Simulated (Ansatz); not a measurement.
# SrAlGe, space group P-6m2: the orbital character of the bands

Computed with Ansatz 0.2.0, Python API.

Typed at the interpreter:
```pycon
>>> from pathlib import Path
>>> import warnings
>>> import ansatz
>>> import pandas as pd
>>> MESH = (6, 6, 5)
>>> XC = 'PBEsol'
>>> SCF_TOL = 1e-09
>>> warnings.simplefilter('ignore', ansatz.DeckWarning)
>>> xtal = (
...     ansatz.Lattice.of((4.29651948, 0.0, 0.0), (-2.14825974, 3.72089502, 0.0), (0.0, 0.0, 4.77902219))
...     .atom('Sr', (0.0, 0.0, 0.0))
...     .atom('Al', (2 / 3, 1 / 3, 0.5))
...     .atom('Ge', (1 / 3, 2 / 3, 0.5))
... )
>>> [site.symbol for site in xtal.resolved().sites]
['Sr', 'Al', 'Ge']
>>> points = {'G': (0.0, 0.0, 0.0), 'M': (0.5, 0.0, 0.0), 'K': (0.33333, 0.33333, 0.0), 'A': (0.0, 0.0, 0.5), 'L': (0.5, 0.0, 0.5), 'H': (0.33333, 0.33333, 0.5)}
>>> model = (
...     xtal.calculation()
...     .kpoints(*MESH, center='gamma')
...     .basis(39 * ansatz.Ry, density_ratio=6)
...     .functional(XC)
...     .occupations(ansatz.OccupationsMethod.COLD)
...     .scf(tolerance=SCF_TOL)
...     .band_structure(list(points.values()), intervals=1)
...     .fat_bands()
... )
>>> def show(event):
...     row = event['data']
...     if event['event'] == 'scf_iter' and row.get('harris_foulkes_ev') is not None:
...         print(f'  iteration {row["iter"]:3d}  Harris-Foulkes {row["harris_foulkes_ev"]:.5f} eV  residual {row["dr2_ev"]:.2e}')
...
>>> done = model.session().plan().execute(on_event=show)
  iteration   1  Harris-Foulkes -8271.72804 eV  residual 2.61e-02
  iteration   2  Harris-Foulkes -8271.72385 eV  residual 1.41e-02
  iteration   3  Harris-Foulkes -8271.72013 eV  residual 3.36e-04
  iteration   4  Harris-Foulkes -8271.72002 eV  residual 1.34e-04
  iteration   5  Harris-Foulkes -8271.72000 eV  residual 3.60e-05
  iteration   6  Harris-Foulkes -8271.71999 eV  residual 7.26e-06
  iteration   7  Harris-Foulkes -8271.71998 eV  residual 6.89e-07
  iteration   8  Harris-Foulkes -8271.71999 eV  residual 5.15e-08
  iteration   9  Harris-Foulkes -8271.71999 eV  residual 7.48e-10
>>> data = done.report
>>> data['kpoints_frac'][:4]
[[0.0, 0.0, 0.0], [0.0, 0.0, 0.2], [0.0, 0.0, 0.4], [0.0, 0.16666666666666666, 0.0]]
>>> [(site.symbol, site.position_frac.round(4).tolist()) for site in done.lattice.sites]
[(<Element.SR: 'Sr'>, [0.0, 0.0, 0.0]), (<Element.AL: 'Al'>, [0.6667, 0.3333, 0.5]), (<Element.GE: 'Ge'>, [0.3333, 0.6667, 0.5])]
>>> file = Path(done.write_results('results')) / 'fatbands.tsv'
>>> names = file.read_text().splitlines()[0].lstrip('# ').split('\t')
>>> table = pd.read_csv(file, sep='\t', comment='#', names=names)
>>> near = table[table.e_minus_ef.abs() < 3]
>>> for ik, label in enumerate(points):
...     print(label)
...     for _, row in near[near.ik == ik].iterrows():
...         main = row[names[4:]].astype(float).nlargest(2)
...         print(f'   band {int(row.band):3d} {row.e_minus_ef:7.3f} eV  ' + ', '.join(f'{k} {v:.2f}' for k, v in main.items()))
...
G
   band  10  -1.659 eV  ge2_l1_4P 0.57, al1_l1_3P 0.40
   band  11  -1.238 eV  ge2_l1_4P 0.67, al1_l1_3P 0.27
   band  12  -1.238 eV  ge2_l1_4P 0.67, al1_l1_3P 0.27
   band  13  -0.620 eV  sr0_l0_5S 0.38, ge2_l0_4S 0.37
   band  14   0.583 eV  al1_l0_3S 0.49, ge2_l0_4S 0.13
   band  15   2.722 eV  al1_l1_3P 0.58, ge2_l1_4P 0.28
   band  16   2.722 eV  al1_l1_3P 0.58, ge2_l1_4P 0.28
M
   band  11  -2.096 eV  ge2_l1_4P 0.59, al1_l1_3P 0.40
   band  12  -1.364 eV  ge2_l1_4P 0.64, al1_l1_3P 0.28
   band  13  -0.525 eV  al1_l0_3S 0.25, al1_l1_3P 0.16
   band  14   1.573 eV  al1_l1_3P 0.63, ge2_l1_4P 0.29
   band  15   2.614 eV  sr0_l0_5S 0.39, ge2_l0_4S 0.10
K
   band  12  -0.908 eV  ge2_l1_4P 0.88, sr0_l0_4S 0.00
   band  13   0.118 eV  al1_l1_3P 0.84, ge2_l2_3D 0.00
   band  14   2.050 eV  ge2_l1_4P 0.15, al1_l0_3S 0.12
   band  15   2.694 eV  al1_l1_3P 0.00, sr0_l1_4P 0.00
A
   band  11  -0.888 eV  ge2_l1_4P 0.79, al1_l1_3P 0.19
   band  12  -0.888 eV  ge2_l1_4P 0.79, al1_l1_3P 0.19
   band  13   0.757 eV  al1_l0_3S 0.61, ge2_l0_4S 0.37
   band  14   1.521 eV  al1_l1_3P 0.66, ge2_l1_4P 0.12
   band  15   1.521 eV  al1_l1_3P 0.66, ge2_l1_4P 0.12
   band  16   2.641 eV  ge2_l2_3D 0.00, sr0_l1_4P 0.00
   band  17   2.641 eV  ge2_l2_3D 0.00, sr0_l1_4P 0.00
L
   band  11  -2.430 eV  ge2_l1_4P 0.58, al1_l1_3P 0.40
   band  12  -1.843 eV  ge2_l1_4P 0.83, sr0_l0_5S 0.08
   band  13  -1.135 eV  al1_l1_3P 0.79, sr0_l0_5S 0.13
   band  14   0.843 eV  al1_l0_3S 0.28, al1_l1_3P 0.27
H
   band  12  -1.567 eV  ge2_l1_4P 0.93, sr0_l1_4P 0.02
   band  13  -0.813 eV  al1_l1_3P 0.92, sr0_l1_4P 0.03
   band  14   2.318 eV  sr0_l0_5S 0.89, sr0_l0_4S 0.02
```

Notes:
- The settings weren't tested for convergence.
- The computed bands are complete only to about 2.8 eV above the Fermi level.
- The mesh is modest for a metal, so energies can be off by several to tens of meV an atom and pressures by half a GPa or more; differences at equal mesh fare better.
- The structure comes from a database of computed cells and needn't be a stable or known phase.
- Gaps and levels are Kohn-Sham values on a finite set of k-points, without spin-orbit coupling.
- Energies are less the Fermi level and bands count from 0. Only the largest channels are printed, equivalent atoms hold more, and in degenerate sets the split between sites is arbitrary; shells that the potentials lack have no channel.
- Timing: 2.3 s on 1 thread of AMD EPYC 9R45 96-Core Processor (Zen 5), with other jobs on the host, peak memory 0.48 GiB.

(Lines on the test bed's own set-up are left out of the output.)
